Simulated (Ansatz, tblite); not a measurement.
# SiC₃ with GFN2-xTB from a Python script

These are simulated results from tblite 0.8.0, not measurements. The cell was built from a prototype and was relaxed with r2SCAN in plane waves (Ansatz 0.2.0). Not every such cell is a known phase. All runs are without spin polarisation.

It is tetragonal, P-4m2 (No. 115); a = 2.796 Å, c = 4.090 Å in the conventional setting, 8.00 Å³ an atom. Around C lie 2 C at 1.65 Å and 2 Si at 1.82 Å; around C lie 4 C at 1.65 Å; around Si lie 4 C at 1.82 Å.

tblite solves periodic systems at the zone centre alone, so the script builds a cluster of 3×3×2 conventional cells (72 atoms), which folds in a coarse mesh of k points.

run.py reads:

```python
import json
from ase import Atoms
from ase.build import make_supercell
from ase.units import Bohr, GPa, Hartree
from tblite.interface import Calculator

atoms = Atoms(['C', 'C', 'C', 'Si'],
              cell=[[2.79640069, 0.0, 0.0], [0.0, 2.79640069, 0.0], [0.0, 0.0, 4.0900436]],
              scaled_positions=[[0.5, 0.0, 0.786268976], [0.5, 0.5, 0.0], [0.0, 0.5, 0.213731024], [0.0, 0.0, 0.5]],
              pbc=True)
cluster = make_supercell(atoms, [[3, 0, 0], [0, 3, 0], [0, 0, 2]])
calc = Calculator('GFN2-xTB', cluster.numbers, cluster.positions / Bohr, lattice=cluster.cell[:] / Bohr, periodic=cluster.pbc)
calc.set('temperature', 0.02 / Hartree)
calc.set('max-iter', 150)
res = calc.singlepoint()
levels = res.get('orbital-energies') * Hartree
nv = round(res.get('orbital-occupations').sum() / 2)
cells = len(cluster) // len(atoms)
out = {'energy_per_cell': res.get('energy') * Hartree / cells, 'homo': levels[nv - 1], 'lumo': levels[nv],
       'stress': (-res.get('virial') * Hartree / cluster.get_volume() / GPa).tolist(), 'charges': res.get('charges')[:len(atoms)].tolist(), 'electrons': 2 * nv / cells}
json.dump(out, open('results.json', 'w'))
for key, value in out.items():
    print(key, value)
```

Command: `python run.py`. It took 9.4 s on 1 thread of Arm Neoverse V1, with other jobs on the host, peak memory 0.11 GiB.

What it printed:

```
------------------------------------------------------------
  cycle        total energy    energy error   density error
------------------------------------------------------------
      1     -139.2984893278  -1.4138253E+02   2.8318798E-01
      2     -142.3538127964  -3.0553235E+00   3.8274029E-01
      3     -145.7238920820  -3.3700793E+00   2.4777003E-01
      4     -145.1264025684   5.9748951E-01   1.2665151E-01
      5     -146.0507226029  -9.2432003E-01   3.3618925E-02
      6     -146.1000023845  -4.9279782E-02   1.3834339E-02
      7     -146.0987957210   1.2066635E-03   5.8041584E-03
      8     -146.1011796376  -2.3839166E-03   1.4011140E-03
      9     -146.1012195154  -3.9877767E-05   3.5539223E-04
     10     -146.1012208321  -1.3167510E-06   2.1949311E-04
     11     -146.1012231738  -2.3416824E-06   4.2852822E-05
     12     -146.1012231832  -9.3255892E-09   1.4014622E-05
------------------------------------------------------------

 total:                                   8.711 sec
energy_per_cell -220.8675990371718
homo -9.13922950430457
lumo -6.687628394341237
stress [[-11.166196262122018, -3.96967915875269e-07, -7.586542517135805e-08], [-3.969679158336693e-07, -11.166196159216932, 6.098491444941031e-07], [-7.586542445687172e-08, 6.098491457403683e-07, 2.448882894869485]]
charges [-0.2067110889619732, -0.016206537431748158, -0.20670863063102662, 0.4296354285908234]
electrons 16.0
```

The cycle table is in hartree for the whole cluster, and the lines after it are in eV (the energy for one cell). The printed stress is in GPa and positive in compression, and the pressure is its mean diagonal.

GFN2-xTB gives a gap of 2.45 eV. On the same cell, plane-wave PBE (Ansatz, 10×10×6 k points and the special points) gives a gap of 1.38 eV and r2SCAN a gap of 1.65 eV; on shared hosts these took about 4.5 and 12 core-seconds on the 4-atom cell, against 9.4 for the script. Semilocal gaps usually lie below measured ones. xTB was fitted to molecules, so gaps, charges and pressures of solids can be far off, and the gap also depends on the size of the cluster.

The same script was run on cells scaled at fixed shape and fractional coordinates:

```tsv
volume (Å³/atom)	energy (meV/atom)	pressure (GPa, positive in compression)	gap (eV)
7.04	99.6	45.57	2.17
7.52	10.9	15.38	2.33
8.00	0.0	-6.63	2.45
8.48	46.7	-23.42	2.51
8.96	135.4	-35.28	2.52
```

A Birch-Murnaghan fit puts the minimum at 7.83 Å³/atom, 2.1 % below the given cell, with a bulk modulus of 345 GPa at fixed shape.

xTB was fitted mostly to molecules, and a small cluster samples few k points, so gaps, pressures and kinks along a curve can be far from a solid's.
